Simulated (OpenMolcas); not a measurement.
**Tc³⁺ among point charges: CASSCF and CASPT2 levels and susceptibility**

How does a field of 6 point charges split the states of Tc³⁺, and what χT follows?

The numbers are computed with OpenMolcas 26.06 (state-averaged CASSCF and CASPT2, spin-orbit coupling by RASSI with atomic mean-field integrals), except any that are marked as measured or tabulated.

## (1) The atom as given

| Property | Result |
| --- | --- |
| Species | Tc³⁺ (technetium, Z = 43, 40 electrons) |
| Basis | ANO-RCC-VTZP [7s6p4d2f1g], 68 functions |
| Scalar Hamiltonian | DKH2, point nucleus |
| Inactive shells | 1s 2s 2p 3s 3p 3d 4s 4p |
| Active space | 4 electrons in 5 orbitals (4d) |
| Some configurations of this space | 4d⁴ |
| Orbitals | optimised for each spin and parity, averaged over all roots |

The outer shells:

4d4
```
4d [↑ ][↑ ][↑ ][↑ ][  ]
```

The ion sits among 6 point charges of -1.7 e arranged as a tetragonal octahedron (D4h), 1.97 Å from the ion, with the axial distance 2.344 Å.

The work runs as a chain of OpenMolcas steps in one folder; each step below is one input file. Labels, J, g values, rates, χT and fits are worked out afterwards by a script from the matrices that RASSI stores. The input lists half of the charges; inversion (Group=XYZ) makes the rest.

## (2) One- and two-electron integrals

Contents of a.inp:

```
&GATEWAY
Coord
1

Tc 0.0 0.0 0.0
Basis=ANO-RCC-VTZP
Group=XYZ
NoMove
AngMom=0.0 0.0 0.0
AMFI
XField
3 Angstrom 0
1.970000 0.000000 0.000000 -1.700000
0.000000 1.970000 0.000000 -1.700000
0.000000 0.000000 2.344300 -1.700000
&SEWARD
```

Started as:

```
$ OMP_NUM_THREADS=1 MOLCAS_MEM=1689 MOLCAS_PROJECT=a pymolcas a.inp > a.log
```

The log of the run:

```text
Basis set label: TC.ANO-RCC...7S6P4D2F1G.

      Electronic valence basis set:
      ------------------
      Associated Effective Charge  43.000000 au
      Associated Actual Charge     43.000000 au
      Nuclear Model: Point charge

      Shell  nPrim  nBasis  Cartesian Spherical Contaminant
         s      21       7        X
         p      18       6        X
         d      13       4                 X
         f       6       2                 X
         g       4       1                 X
                  Relativistic Douglas-Kroll-Hess integrals:
                    - DKH order of Hamiltonian: 2
                    - DKH order of Properties : 0
                  Atomic mean-field integrals
```

## (3) CASSCF: quintets of even parity, 5 roots

Contents of a.inp:

```
&RASSCF
FileOrb=start.orb
Symmetry=1
Spin=5
nActEl=4 0 0
Inactive=9 9
Ras2=5 0
CIRoot=5 5 1
SDav=5
CIMx=300
Iter=120 100
PrWF=0.3
OrbListing=Nothing
MaxOrb=0
>>> COPY $Project.JobIph JOB001
```

Started as:

```
$ OMP_NUM_THREADS=1 MOLCAS_MEM=1689 MOLCAS_PROJECT=a pymolcas a.inp > a.log
```

start.orb holds the contracted functions of the basis, ordered by shell, or the orbitals of the step before.

The log of the run, cut to the lines that bear on the results:

```text
[...]
      Number of active orbitals                  5
[...]
      Spin quantum number                      2.0
[...]
      Active orbitals                            5   0
[...]
      Number of CSFs                             5
      Number of root(s) required                 5
[...]
      Convergence after 10 iterations
[...]
      Natural orbitals and occupation numbers for root  1
      sym 1:   1.000000   1.000000   1.000000   1.000000   0.000000
      Natural orbitals and occupation numbers for root  2
      sym 1:  -0.000000   1.000000   1.000000   1.000000   1.000000
      Natural orbitals and occupation numbers for root  3
      sym 1:   1.000000   1.000000   0.000000   1.000000   1.000000
::    RASSCF root number  1 Total energy:  -4288.53393420
::    RASSCF root number  2 Total energy:  -4288.48961439
::    RASSCF root number  3 Total energy:  -4288.48886647
::    RASSCF root number  4 Total energy:  -4288.46826868
::    RASSCF root number  5 Total energy:  -4288.46826868
```

## (4) CASSCF: triplets of even parity, 45 roots

Contents of a.inp:

```
&RASSCF
FileOrb=start.orb
Symmetry=1
Spin=3
nActEl=4 0 0
Inactive=9 9
Ras2=5 0
CIRoot=45 45 1
SDav=45
CIMx=300
Iter=120 100
PrWF=0.3
OrbListing=Nothing
MaxOrb=0
>>> COPY $Project.JobIph JOB002
```

Started as:

```
$ OMP_NUM_THREADS=1 MOLCAS_MEM=1689 MOLCAS_PROJECT=a pymolcas a.inp > a.log
```

The log of the run, cut to the lines that bear on the results:

```text
[...]
      Number of active orbitals                  5
[...]
      Spin quantum number                      1.0
[...]
      Active orbitals                            5   0
[...]
      Number of CSFs                            45
      Number of root(s) required                45
[...]
      Convergence after 12 iterations
[...]
      Natural orbitals and occupation numbers for root  1
      sym 1:   0.981767   1.863187   0.113712   0.024889   1.016444
      Natural orbitals and occupation numbers for root  2
      sym 1:   0.113712   1.016444   0.981767   0.024889   1.863187
      Natural orbitals and occupation numbers for root  3
      sym 1:   0.999844   0.562036   1.426233   0.012042   0.999844
::    RASSCF root number  1 Total energy:  -4288.46503633
::    RASSCF root number  2 Total energy:  -4288.46503633
::    RASSCF root number  3 Total energy:  -4288.45310214
[...]
::    RASSCF root number 27 Total energy:  -4288.37519619
::    RASSCF root number 28 Total energy:  -4288.36857518
::    RASSCF root number 29 Total energy:  -4288.36640633
::    RASSCF root number 30 Total energy:  -4288.35969512
```

## (5) Reference wave functions, singlets of even parity, 50 roots

Contents of a.inp:

```
&RASSCF
FileOrb=start.orb
Symmetry=1
Spin=1
nActEl=4 0 0
Inactive=9 9
Ras2=5 0
CIRoot=50 50 1
SDav=50
CIMx=300
Iter=120 100
PrWF=0.3
OrbListing=Nothing
MaxOrb=0
>>> COPY $Project.JobIph JOB003
```

Started as:

```
$ OMP_NUM_THREADS=1 MOLCAS_MEM=1689 MOLCAS_PROJECT=a pymolcas a.inp > a.log
```

The log of the run, cut to the lines that bear on the results:

```text
[...]
      Number of active orbitals                  5
[...]
      Spin quantum number                      0.0
[...]
      Active orbitals                            5   0
[...]
      Number of CSFs                            50
      Number of root(s) required                50
[...]
      Convergence after 14 iterations
[...]
      Natural orbitals and occupation numbers for root  1
      sym 1:   0.104552   1.709378   0.377287   0.099405   1.709378
      Natural orbitals and occupation numbers for root  2
      sym 1:   1.859607   0.972201   0.091961   0.053851   1.022380
      Natural orbitals and occupation numbers for root  3
      sym 1:   1.022380   1.859607   0.091961   0.053851   0.972201
::    RASSCF root number  1 Total energy:  -4288.42837402
::    RASSCF root number  2 Total energy:  -4288.42532117
::    RASSCF root number  3 Total energy:  -4288.42532117
[...]
::    RASSCF root number 27 Total energy:  -4288.33078734
::    RASSCF root number 28 Total energy:  -4288.32871775
::    RASSCF root number 29 Total energy:  -4288.31675336
::    RASSCF root number 30 Total energy:  -4288.31675336
```

## (6) RASSI: spin-orbit coupling between the states

Contents of a.inp:

```
&RASSI
NrOfJobIphs=3 5 45 50
1 2 3 4 5
1 2 3 4 5 6 7 8 9 10 11 12 13 14 15 16 17 18 19 20 21 22 23 24 25 26 27
28 29 30 31 32 33 34 35 36 37 38 39 40 41 42 43 44 45
1 2 3 4 5 6 7 8 9 10 11 12 13 14 15 16 17 18 19 20 21 22 23 24 25 26 27
28 29 30 31 32 33 34 35 36 37 38 39 40 41 42 43 44 45 46 47 48 49 50
IphNames
JOB001
JOB002
JOB003
EJob
SpinOrbit
DIPRint=1.0
SOCoupling=1000.0
Subsets=2
Property=9
'ANGMOM' 1 'ANGMOM' 2 'ANGMOM' 3 'MLTPL  1' 1 'MLTPL  1' 2 'MLTPL  1' 3
'AMFI' 1 'AMFI' 2 'AMFI' 3
SOProperty=3
'ANGMOM' 1 'ANGMOM' 2 'ANGMOM' 3
```

Started as:

```
$ OMP_NUM_THREADS=1 MOLCAS_MEM=1689 MOLCAS_PROJECT=a pymolcas a.inp > a.log
```

The log of the run, cut to the lines that bear on the results:

```text
SPIN-FREE ENERGIES:
  (Shifted by EMIN (a.u.) =      -4288.5339342042)
 SF State       Relative EMIN(au)   Rel lowest level(eV)    D:o, cm**(-1)      L_eff
     1             0.0000000000        0.0000000000              0.0000         2.0
     2             0.0443198115        1.2060035083           9727.0743         2.0
     3             0.0450677351        1.2263555466           9891.2245         2.0
     4             0.0656655195        1.7868498149          14411.9157         2.0
     5             0.0656655195        1.7868498149          14411.9157         2.0
     6             0.0688978749        1.8748066850          15121.3357         4.0
     7             0.0688978749        1.8748066850          15121.3357         4.0
     8             0.0808320648        2.1995525376          17740.5876         4.5
     9             0.0867129793        2.3595803722          19031.2992         4.7
    10             0.0951418686        2.5889421357          20881.2265         4.4
[...]
Eigenvalues of complex Hamiltonian:
   -----------------------------------
  (Shifted by EMIN (a.u.) =      -4288.5339342042)
 SO State       Relative EMIN(au)   Rel lowest level(eV)    D:o, cm**(-1)     J-value
     1            -0.0013444080        0.0000000000              0.0000         1.5
     2            -0.0013285764        0.0004307981              3.4746         1.5
     3            -0.0007878900        0.0151436241            122.1416         2.1
     4            -0.0007878900        0.0151436240            122.1416         2.1
     5            -0.0006039731        0.0201482600            162.5067         2.3
     6             0.0425266683        1.1937928005           9628.5883         2.2
     7             0.0428302079        1.2020525336           9695.2075         2.1
     8             0.0428302079        1.2020525335           9695.2075         2.1
     9             0.0431147625        1.2097956595           9757.6600         2.0
    10             0.0436883951        1.2254049985           9883.5579         2.3
    11             0.0436883951        1.2254049984           9883.5579         2.3
[...]
```

Time for these steps: 37 s (1 thread of Arm Neoverse V1, shared host).

States without spin-orbit coupling:

```csv
state,degeneracy,E (cm-1),free-ion L (%)
5B1,1,0,D (100)
5B2,1,9727,D (100)
5A1,1,9891,D (100)
5E,2,14412,D (100)
3E,2,15121,H (48)
3A2,1,17741,H (73)
3B1,1,19031,H (75)
3A1,1,20881,H (50)
3A2,1,21493,P (46)
3E,2,21824,F (43)
3B1,1,22737,F (57)
1A1,1,23168,I (69)
1E,2,23838,I (57)
3E,2,24066,H (51)
3B2,1,25102,F (57)
1B1,1,26128,I (85)
1B2,1,27537,G (71)
3E,2,27668,F (35)
3A2,1,28019,H (70)
1A1,1,28258,G (41)
3A1,1,28470,G (50)
3B2,1,28590,H (54)
3E,2,29509,H (52)
1E,2,29628,G (49)
```

With spin-orbit coupling:

```
E (cm-1)  Degeneracy  Label  2S+1               g
     0.0           1     A1     5                
     3.5           1     A2     5                
   122.1           2      E     5  0.00 0.00 3.57
   162.5           1     B1     5                
    9629           1     A1     5                
    9695           2      E     5  0.00 0.00 1.43
    9758           1     B2     5                
    9884           2      E     5  0.00 0.00 1.87
    9912           1     A2     5                
    9955           1     B1     5                
    9957           1     A1     5                
    9997           1     B2     5                
   14116           2      E     5  0.00 0.00 5.86
   14317           1     A2     5                
   14417           1     A1     5                
   14599           2      E     5  0.00 0.00 2.04
   14723           1     A1     3                
   14798           1     B1     5                
   14807           1     B2     5                
   14978           1     A2     3                
   15003           2      E     5  0.00 0.00 9.89
   15256           2      E     3  0.00 0.00 2.19
   15570           1     B2     3                
   15635           1     B1     3
```

The table of states holds 24 of 76 computed; the rest, higher up, is left out. Principal g values are given for doublets only; a zero marks a field direction without first-order Zeeman splitting.

Powder χT (cm³ K/mol): 1.11 at 2 K, 1.54 at 5 K, 1.68 at 10 K, 1.82 at 20 K, 2.13 at 50 K, 2.44 at 100 K, 2.56 at 150 K, 2.63 at 200 K, 2.66 at 250 K, 2.69 at 300 K.

Orbitals of the lowest block (energies include the constant potential of the surroundings):

```
shell     space  energy (hartree)  mean occupation  ⟨r²⟩ (bohr²)
   1s  inactive         -775.8996            2.000       0.00155
   2s  inactive         -112.3402            2.000        0.0262
   2p  inactive         -100.2076            6.000        0.0207
   3s  inactive          -19.6114            2.000         0.195
   3p  inactive          -15.5097            6.000         0.199
   3d  inactive           -8.8533           10.000         0.189
   4s  inactive           -1.8297            2.000          1.27
   4p  inactive           -0.5837            6.000          1.54
   4d      RAS2                              4.000          2.75
```

[end of part 1 of 2]
